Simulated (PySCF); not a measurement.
**One shape, several levels: Sn2F4**

Wanted: a comparison of 6 runs (HF/STO-3G, HF/3-21G, HF/def2-SVP, PBE0/def2-SVP, PBE/def2-TZVP, MP2/def2-SVP) of Sn2F4. The job is set up through a Python script.

Program for the calculation: PySCF 2.14.0.

### 1 The system as given

The species is Sn2F4 (6 atoms), meant as a singlet with charge 0. The shape comes from GFN2-xTB, which is rough for such elements, and wasn't checked as a minimum.

Bond lengths: Sn1–F2 2.080 Å, Sn4–F5 2.078 Å.

### 2 Energy and gradient at HF/STO-3G (run 1)

The input, start.xyz:

```xyz
6

Sn    -0.059390     0.398460     1.892450
F     -1.933660    -0.144880     2.612530
F      0.480800    -1.289450     0.286450
Sn     0.060440    -0.397240    -1.893650
F      1.934230     0.143000    -2.612400
F     -0.482410     1.290120    -0.285380
```

The input, input.py:

```python
from pyscf import gto

mol = gto.M(
    atom='start.xyz',
    verbose=3,
    max_memory=1860,
    basis='sto-3g',
)

calc0 = mol.RHF()
calc0.conv_tol = 1e-10
calc0.kernel()
if not calc0.converged:
    calc0 = calc0.newton().run(calc0.mo_coeff, calc0.mo_occ)

energy = calc0.e_tot
print('E(%s) = %.9f' % ('HF', energy))
grad = calc0.nuc_grad_method().kernel()
calc0.analyze()
```

Command:

```bash
$ OMP_NUM_THREADS=1 python input.py
```

Log:

```text
converged SCF energy = -12318.63965609
E(HF) = -12318.639656090
--------------- RHF gradients ---------------
         x                y                z
0 Sn     0.0477636740     0.0353138511     0.0781560203
1 F    -0.0688762500    -0.0161188635     0.0439784565
2 F     0.0324639967    -0.0873536490     0.0193765974
3 Sn    -0.0472684593    -0.0349781088    -0.0782220124
4 F     0.0685852050     0.0158838599    -0.0438747610
5 F    -0.0326681665     0.0872529102    -0.0194143008
----------------------------------------------
**** MO energy ****
MO #1   energy= -1029.87326626324  occ= 2
MO #2   energy= -1029.87272945936  occ= 2
MO #3   energy= -153.506926785392  occ= 2
MO #4   energy= -153.506382362705  occ= 2
MO #5   energy= -145.336123962049  occ= 2
MO #6   energy= -145.335911142753  occ= 2
MO #7   energy= -145.335589505103  occ= 2
MO #8   energy= -145.335541633433  occ= 2
MO #9   energy= -145.335376557289  occ= 2
MO #10  energy= -145.335007918558  occ= 2
MO #11  energy= -29.5873773295927  occ= 2
MO #12  energy= -29.5867482608191  occ= 2
MO #13  energy= -26.5702847937396  occ= 2
MO #14  energy= -26.5697579226816  occ= 2
MO #15  energy= -26.5693527526827  occ= 2
MO #16  energy= -26.56878527951    occ= 2
MO #17  energy= -26.5677032762953  occ= 2
MO #18  energy= -26.5671776064093  occ= 2
MO #19  energy= -25.7702206124909  occ= 2
MO #20  energy= -25.770063701421   occ= 2
MO #21  energy= -25.7590869650242  occ= 2
MO #22  energy= -25.7584685017959  occ= 2
MO #23  energy= -18.1725923043906  occ= 2
MO #24  energy= -18.1725023101996  occ= 2
MO #25  energy= -18.1720645148949  occ= 2
MO #26  energy= -18.1719743464279  occ= 2
MO #27  energy= -18.1710404937401  occ= 2
MO #28  energy= -18.170513699532   occ= 2
MO #29  energy= -18.1701442232565  occ= 2
MO #30  energy= -18.1698559524681  occ= 2
MO #31  energy= -18.1696178591893  occ= 2
MO #32  energy= -18.1693303960309  occ= 2
MO #33  energy= -4.80811075481702  occ= 2
MO #34  energy= -4.80760665620932  occ= 2
MO #35  energy= -3.56337639366254  occ= 2
MO #36  energy= -3.56287563333037  occ= 2
MO #37  energy= -3.55904482879958  occ= 2
MO #38  energy= -3.55854849617673  occ= 2
MO #39  energy= -3.55279362953025  occ= 2
MO #40  energy= -3.55229364937729  occ= 2
MO #41  energy= -1.36690098880941  occ= 2
MO #42  energy= -1.35552279422596  occ= 2
MO #43  energy= -1.34699440506288  occ= 2
MO #44  energy= -1.34613112641681  occ= 2
MO #45  energy= -0.882390662497785 occ= 2
MO #46  energy= -0.882015609031114 occ= 2
MO #47  energy= -0.881888248646668 occ= 2
MO #48  energy= -0.881241753138391 occ= 2
MO #49  energy= -0.876641977156345 occ= 2
MO #50  energy= -0.876133967866705 occ= 2
MO #51  energy= -0.873031812748335 occ= 2
MO #52  energy= -0.872526338489029 occ= 2
MO #53  energy= -0.872016795078917 occ= 2
MO #54  energy= -0.871478712085966 occ= 2
MO #55  energy= -0.498677096146247 occ= 2
MO #56  energy= -0.480375941701174 occ= 2
MO #57  energy= -0.414216491507928 occ= 2
MO #58  energy= -0.400637707457577 occ= 2
MO #59  energy= -0.3998429717013   occ= 2
MO #60  energy= -0.39808415183398  occ= 2
MO #61  energy= -0.391265672882431 occ= 2
MO #62  energy= -0.384149368287    occ= 2
MO #63  energy= -0.370005550514336 occ= 2
MO #64  energy= -0.359446034501292 occ= 2
MO #65  energy= -0.353514993074455 occ= 2
MO #66  energy= -0.349146545478824 occ= 2
MO #67  energy= -0.217373869787985 occ= 2
MO #68  energy= -0.187549354951787 occ= 2
MO #69  energy= 0.171273496769702  occ= 0
MO #70  energy= 0.229073357641647  occ= 0
MO #71  energy= 0.239945981825808  occ= 0
MO #72  energy= 0.30277802248558   occ= 0
MO #73  energy= 0.342911620411167  occ= 0
MO #74  energy= 0.347773597214342  occ= 0
 ** Mulliken atomic charges  **
charge of    0Sn =      0.62058
charge of    1F =     -0.29414
charge of    2F =     -0.32732
charge of    3Sn =      0.62219
charge of    4F =     -0.29400
charge of    5F =     -0.32730
Dipole moment(X, Y, Z, Debye):  0.00823,  0.00093, -0.02203
```

Run time: 26 s. Hardware: 1 thread of Intel Xeon at 2.50GHz (Skylake/Cascade Lake), shared host; peak memory 0.15 GiB.

### 3 Energy and forces at HF/3-21G (run 2)

The input, input.py:

```python
from pyscf import gto, scf

mol = gto.Mole()
mol.atom = '''
Sn    -0.112231     0.752980     3.576212
F     -3.654088    -0.273784     4.936966
F      0.908580    -2.436707     0.541312
Sn     0.114215    -0.750675    -3.578480
F      3.655165     0.270231    -4.936721
F     -0.911623     2.437973    -0.539290
'''
mol.unit = 'bohr'
mol.max_memory = 1860
mol.charge = 0
mol.verbose = 3
mol.basis = '3-21g'
mol.build()

mf = scf.RHF(mol)
mf.conv_tol = 1e-10
mf.kernel()
if not mf.converged:
    mf = mf.newton().run(mf.mo_coeff, mf.mo_occ)

e_tot = mf.e_tot
print('Final energy', e_tot)
grad = mf.nuc_grad_method().kernel()
mf.analyze()
```

Command:

```bash
$ OMP_NUM_THREADS=1 python input.py
```

Log:

```text
converged SCF energy = -12388.3167667569
[... 18 lines left out ...]
MO #8   energy= -145.436064399368  occ= 2
[... 8 lines left out ...]
MO #17  energy= -26.9696541223119  occ= 2
[... 8 lines left out ...]
MO #26  energy= -19.1385628001327  occ= 2
[... 8 lines left out ...]
MO #35  energy= -3.98655921817303  occ= 2
[... 8 lines left out ...]
MO #44  energy= -1.47423912585832  occ= 2
[... 8 lines left out ...]
MO #53  energy= -1.41110659395837  occ= 2
[... 8 lines left out ...]
MO #62  energy= -0.538235947282894 occ= 2
[... 8 lines left out ...]
MO #71  energy= 0.0658171908796188 occ= 0
[... 8 lines left out ...]
MO #80  energy= 0.416601572343627  occ= 0
[... 8 lines left out ...]
MO #89  energy= 2.33361318209008   occ= 0
[... 8 lines left out ...]
MO #98  energy= 3.70589026616433   occ= 0
[... 7 lines left out ...]
Dipole moment(X, Y, Z, Debye):  0.01123,  0.00477, -0.02265
```

It took 24 s on 1 thread of Intel Xeon at 2.50GHz (Skylake/Cascade Lake), shared host; peak memory 0.21 GiB.

Runs 3 to 4 aren't shown in full; the table further down has their settings and results.

### 4 Energy and forces at PBE/def2-TZVP (core potential) (run 5)

The input, geometry.xyz:

```xyz
6
F4Sn2
Sn    -0.059390     0.398460     1.892450
F     -1.933660    -0.144880     2.612530
F      0.480800    -1.289450     0.286450
Sn     0.060440    -0.397240    -1.893650
F      1.934230     0.143000    -2.612400
F     -0.482410     1.290120    -0.285380
```

The input, job.py:

```python
# Sn2(F)4
from pyscf import gto, dft

mol = gto.M(
    atom='geometry.xyz',
    spin=0,
    basis='def2-tzvp',
    ecp={'Sn': 'def2-svp'},
    max_memory=1860,
    verbose=4,
)

calc0 = dft.RKS(mol)
calc0.xc = 'pbe'
calc0.grids.level = 5
calc0.conv_tol = 1e-10
calc0.kernel()
if not calc0.converged:
    calc0 = calc0.newton().run(calc0.mo_coeff, calc0.mo_occ)

e_tot = calc0.e_tot
print(f'total energy: {e_tot:.8f} hartree')
grad = calc0.nuc_grad_method().kernel()
dip = calc0.dip_moment()
pop, q = calc0.mulliken_pop()
```

Command:

```bash
$ OMP_NUM_THREADS=1 python job.py
```

Log:

```text
PySCF version 2.14.0

[... 85 lines left out ...]
converged SCF energy = -827.995678958775
total energy: -827.99567896 hartree
[... 13 lines left out ...]
Dipole moment(X, Y, Z, Debye):  0.01182,  0.00497, -0.02127
[... 192 lines left out ...]
pop of  4 F 4f+2          0.00001
pop of  4 F 4f+3          0.00001
pop of  5 F 1s            0.77393
pop of  5 F 2s            1.19545
pop of  5 F 3s            0.62502
pop of  5 F 4s            0.94924
pop of  5 F 5s            0.43098
pop of  5 F 2px           0.78251
pop of  5 F 2py           0.76072
pop of  5 F 2pz           0.71211
pop of  5 F 3px           0.70131
pop of  5 F 3py           0.68674
pop of  5 F 3pz           0.66411
pop of  5 F 4px           0.43813
pop of  5 F 4py           0.42619
pop of  5 F 4pz           0.38401
pop of  5 F 3dxy          0.00000
pop of  5 F 3dyz          0.00001
pop of  5 F 3dz^2         0.00001
pop of  5 F 3dxz          0.00000
pop of  5 F 3dx2-y2       0.00000
pop of  5 F 4dxy          0.00034
pop of  5 F 4dyz          0.00084
pop of  5 F 4dz^2         0.00041
pop of  5 F 4dxz          0.00018
pop of  5 F 4dx2-y2       0.00038
pop of  5 F 4f-3          0.00000
pop of  5 F 4f-2          0.00000
pop of  5 F 4f-1          0.00001
pop of  5 F 4f+0          0.00001
pop of  5 F 4f+1          0.00001
pop of  5 F 4f+2          0.00000
pop of  5 F 4f+3          0.00000
 ** Mulliken atomic charges  **
charge of    0Sn =      1.01218
charge of    1F =     -0.47996
charge of    2F =     -0.53264
charge of    3Sn =      1.01246
charge of    4F =     -0.47937
charge of    5F =     -0.53268
```

Wall time 12 min (1 thread of Intel Xeon at 2.50GHz (Skylake/Cascade Lake), shared host); peak memory 1.8 GiB.

### 5 Energy and forces at MP2/def2-SVP (core potential) (run 6)

The input, calc.py:

```python
# Sn2(F)4
from pyscf import gto, scf, mp

molecule = gto.M(
    atom='''
Sn    -0.112231     0.752980     3.576212
F     -3.654088    -0.273784     4.936966
F      0.908580    -2.436707     0.541312
Sn     0.114215    -0.750675    -3.578480
F      3.655165     0.270231    -4.936721
F     -0.911623     2.437973    -0.539290
''',
    max_memory=1860,
    basis='def2-svp',
    ecp={'Sn': 'def2-svp'},
    unit='bohr',
    verbose=4,
)

myscf = scf.RHF(molecule)
myscf.conv_tol = 1e-10
myscf.kernel()
if not myscf.converged:
    myscf = myscf.newton().run(myscf.mo_coeff, myscf.mo_occ)

pt = mp.MP2(myscf, frozen=12).run()
etot = pt.e_tot
print('E = %.10f Eh' % etot)
grad = pt.nuc_grad_method().kernel()
myscf.analyze()
```

Command:

```bash
$ OMP_NUM_THREADS=1 python calc.py
```

Log:

```text
PySCF version 2.14.0

[... 85 lines left out ...]
Two-electron Energy =                  940.966594313200630
[... 11 lines left out ...]
MO #8   energy= -4.12282815670993  occ= 2
[... 9 lines left out ...]
MO #18  energy= -1.38717691500626  occ= 2
[... 9 lines left out ...]
MO #28  energy= -0.658844833200829 occ= 2
[... 9 lines left out ...]
MO #38  energy= -0.558222473622798 occ= 2
[... 9 lines left out ...]
MO #48  energy= 0.307936409462791  occ= 0
[... 9 lines left out ...]
MO #58  energy= 0.515152053283605  occ= 0
[... 9 lines left out ...]
MO #68  energy= 1.54749725566539   occ= 0
[... 9 lines left out ...]
MO #78  energy= 1.8879491702674    occ= 0
[... 9 lines left out ...]
MO #88  energy= 3.53083815913712   occ= 0
[... 9 lines left out ...]
MO #98  energy= 3.56098533066804   occ= 0
[... 9 lines left out ...]
MO #108 energy= 52.2239470143313   occ= 0
[... 78 lines left out ...]
pop of  3 Sn 5dyz         0.18746
pop of  3 Sn 5dz^2        0.19231
pop of  3 Sn 5dxz         0.18784
pop of  3 Sn 5dx2-y2      0.00828
pop of  4 F 1s            1.99998
pop of  4 F 2s            1.98913
pop of  4 F 3s            0.02386
pop of  4 F 2px           1.91411
pop of  4 F 2py           1.96796
pop of  4 F 2pz           1.95416
pop of  4 F 3px           0.01871
pop of  4 F 3py           0.00790
pop of  4 F 3pz           0.01232
pop of  4 F 3dxy          0.00094
pop of  4 F 3dyz          0.00022
pop of  4 F 3dz^2         0.00062
pop of  4 F 3dxz          0.00114
pop of  4 F 3dx2-y2       0.00096
pop of  5 F 1s            1.99997
pop of  5 F 2s            1.98779
pop of  5 F 3s            0.02233
pop of  5 F 2px           1.97791
pop of  5 F 2py           1.95650
pop of  5 F 2pz           1.91426
pop of  5 F 3px           0.00903
pop of  5 F 3py           0.01719
pop of  5 F 3pz           0.02882
pop of  5 F 3dxy          0.00035
pop of  5 F 3dyz          0.00110
pop of  5 F 3dz^2         0.00071
pop of  5 F 3dxz          0.00039
pop of  5 F 3dx2-y2       0.00038
 ** Mulliken atomic charges  **
charge of    0Sn =      1.80852
charge of    1F =     -0.89187
charge of    2F =     -0.91670
charge of    3Sn =      1.80879
charge of    4F =     -0.89202
charge of    5F =     -0.91672
Dipole moment(X, Y, Z, Debye):  0.01316,  0.00607, -0.02381
```

It took 57 s on 1 thread of Intel Xeon at 2.50GHz (Skylake/Cascade Lake), shared host; peak memory 1.2 GiB.

### 6 The series

```csv
run,level,core potential,integration grid,energy (Eh),dipole moment (D) of the reference,HOMO energy (eV),LUMO energy (eV),wall time
1,HF/STO-3G,–,–,-12318.639656,0.02,-5.10,4.66,26 s
2,HF/3-21G,–,–,-12388.316767,0.03,-10.09,0.56,24 s
3,HF/def2-SVP (core potential),def2-svp,–,-824.272128,0.03,-11.14,0.32,25 s
4,PBE0/def2-SVP (core potential),def2-svp,5,-827.446058,0.02,-8.30,-2.49,1.7 min
5,PBE/def2-TZVP (core potential),def2-svp,5,-827.995679,0.02,-7.41,-3.43,12 min
6,MP2/def2-SVP (core potential),def2-svp,–,-825.213021,0.03,-11.14,0.32,57 s
```

### 7 Summary of results

```
                                           quantity          value
                                run 6: total energy  -825.21302 Eh
        run 6: dipole moment (Hartree–Fock density)         0.03 D
         run 6: HOMO energy (Hartree–Fock orbitals)      -11.14 eV
         run 6: LUMO energy (Hartree–Fock orbitals)        0.32 eV
       run 6: HOMO–LUMO gap (Hartree–Fock orbitals)       11.46 eV
run 6: correlation energy (12 core orbitals frozen)     -940.9 mEh
                    run 6: largest force on an atom     2.314 eV/Å
```

Over runs 1, 2, 3, 4, 5 the HOMO–LUMO gap runs from 3.98 eV (PBE/def2-TZVP) to 11.46 eV (HF/def2-SVP). The two ends differ in method and basis. Totals of different functionals can't be ranked against each other. Some runs of one species differ in core potentials or relativity; totals across that change don't compare. In run 1 the basis is minimal, so the values are rough. In runs 1, 2 relativity is left out where basis or elements ask for it. All runs together took 16 min, the longest 12 min.
